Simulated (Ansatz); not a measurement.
# Si₃Ge₃H₁₂: a ladder of functionals and wavefunction methods

One table from this session's results is given with a row withheld; the runs are named, their logs left out.

Computed with Ansatz 0.2.0, Gaussian basis. Level: functionals in def2-TZVPP, the program's frozen cores in correlated methods.

Plan: LDA (SPW92), PBE-D4, revPBE-D4, BLYP-D4, r2SCAN-D4, B97M-V, PBE0-D4, B3LYP-D4, r2SCANh-D4, r2SCAN0-D4, HSE06-D4, BHLYP-D4, CAM-B3LYP-D4, LC-ωPBE, ωB97X-V, ωB97M-V, B2PLYP, PBE-QIDH; CCSD(T)/def2-SVP; CCSD(T)/def2-TZVPP; MP2/def2-QZVPP; extrapolation to the limit; RPA on PBE.

## Structure used throughout

An earlier PBE0-D4 in a triple-zeta def2 set relaxation fixed the geometry.

SMILES `[SiH2]1[GeH2][SiH2][GeH2][SiH2][GeH2]1`, 18 atoms, charge 0, spin multiplicity 1.

Atoms are counted from 1 here; the program's logs count them from 0.

Bond lengths: Si1–Ge2 2.380 Å, Si1–Ge6 2.386 Å, Si1–H7 1.489 Å, Si1–H8 1.490 Å, Ge2–Si3 2.387 Å, Ge2–H9 1.542 Å, Ge2–H10 1.540 Å, Si3–Ge4 2.387 Å, Si3–H11 1.489 Å, Si3–H12 1.489 Å, Ge4–Si5 2.380 Å, Ge4–H13 1.542 Å, Ge4–H14 1.540 Å, Si5–Ge6 2.387 Å, Si5–H15 1.490 Å, Si5–H16 1.489 Å, Ge6–H17 1.541 Å, Ge6–H18 1.541 Å. Angles: Ge2–Si1–Ge6 108.4°, Ge2–Si1–H7 112.0°, Ge2–Si1–H8 108.5°, Ge6–Si1–H7 110.8°, Ge6–Si1–H8 108.9°, H7–Si1–H8 108.3°, Si1–Ge2–Si3 108.6°, Si1–Ge2–H9 108.5°, Si1–Ge2–H10 112.1°, Si3–Ge2–H9 108.9°, Si3–Ge2–H10 110.8°, H9–Ge2–H10 107.8°, Ge2–Si3–Ge4 109.9°, Ge2–Si3–H11 109.4°, Ge2–Si3–H12 109.9°, Ge4–Si3–H11 109.9°, Ge4–Si3–H12 109.4°, H11–Si3–H12 108.4° and more.

Set-up of the first run:

Contents of in.yaml:

```yaml
crystal:
  periodic: [false, false, false]
  atoms:
    - {symbol: Si, position_ang: [0.071496, 2.120010, -0.542491]}
    - {symbol: Ge, position_ang: [1.837437, 1.018821, 0.612904]}
    - {symbol: Si, position_ang: [2.009991, -1.214105, -0.211832]}
    - {symbol: Ge, position_ang: [-0.155342, -2.035828, -0.788507]}
    - {symbol: Si, position_ang: [-1.747985, -1.107029, 0.717160]}
    - {symbol: Ge, position_ang: [-2.002429, 1.211404, 0.211387]}
    - {symbol: H, position_ang: [0.106255, 3.594292, -0.339965]}
    - {symbol: H, position_ang: [0.216908, 1.845075, -1.999369]}
    - {symbol: H, position_ang: [1.487335, 0.972177, 2.113653]}
    - {symbol: H, position_ang: [3.179071, 1.760686, 0.465013]}
    - {symbol: H, position_ang: [2.894093, -1.230888, -1.409718]}
    - {symbol: H, position_ang: [2.611528, -2.094050, 0.827728]}
    - {symbol: H, position_ang: [-0.502297, -1.571571, -2.217166]}
    - {symbol: H, position_ang: [-0.175564, -3.575867, -0.775829]}
    - {symbol: H, position_ang: [-1.221527, -1.242632, 2.104119]}
    - {symbol: H, position_ang: [-3.058522, -1.809171, 0.644718]}
    - {symbol: H, position_ang: [-2.472804, 1.971558, 1.466431]}
    - {symbol: H, position_ang: [-3.077634, 1.387109, -0.878227]}
basis:
  gaussian: {orbitals: def2-TZVPP}
hamiltonian: {xc: lda}
output: {orbitals: {seedname: orbitals}}
```

Among the steps run: LDA; PBE-D4 (GGA); revPBE-D4 (GGA); BLYP-D4 (GGA); r2SCAN-D4 (meta-GGA); B97M-V (meta-GGA); PBE0-D4 (hybrid); B3LYP-D4 (hybrid); r2SCANh-D4 (hybrid); r2SCAN0-D4 (hybrid); HSE06-D4 (hybrid); BHLYP-D4 (hybrid); CAM-B3LYP-D4 (range-separated); LC-ωPBE-D4 (range-separated; the results give it without D4); ωB97X-V (range-separated); ωB97M-V (range-separated); B2PLYP (double hybrid); PBE-QIDH (double hybrid).

One of the session's tables, all rows but one given; the rest of the session is left out.

It belongs to the step «Orbital energies across the functionals». 

| functional | HOMO (eV) | gap (eV) |
| --- | --- | --- |
| LDA (SPW92) | -6.66 | 5.09 |
| PBE-D4 | -6.58 | 5.19 |
| revPBE-D4 | -6.54 | 5.24 |
| BLYP-D4 | -6.43 | 5.21 |
| r2SCAN-D4 | -6.83 | 5.64 |
| B97M-V | -6.97 | 5.63 |
| PBE0-D4 | -7.59 | 6.97 |
| B3LYP-D4 | -7.40 | 6.63 |
| r2SCANh-D4 | -7.19 | 6.27 |
| r2SCAN0-D4 | -7.75 | 7.22 |
| HSE06-D4 | ? | ? |
| BHLYP-D4 | -8.49 | 8.78 |
| CAM-B3LYP-D4 | -8.77 | 9.18 |
| LC-ωPBE | -10.01 | 11.45 |
| ωB97X-V | -9.72 | 11.05 |
| ωB97M-V | -9.51 | 10.57 |

Q: Estimate the row for HSE06-D4 from the others.

**Answer.** HOMO (eV): -7.21; gap (eV): 6.22. In the column «HOMO (eV)» it lies between B3LYP-D4 (-7.40) and r2SCANh-D4 (-7.19).
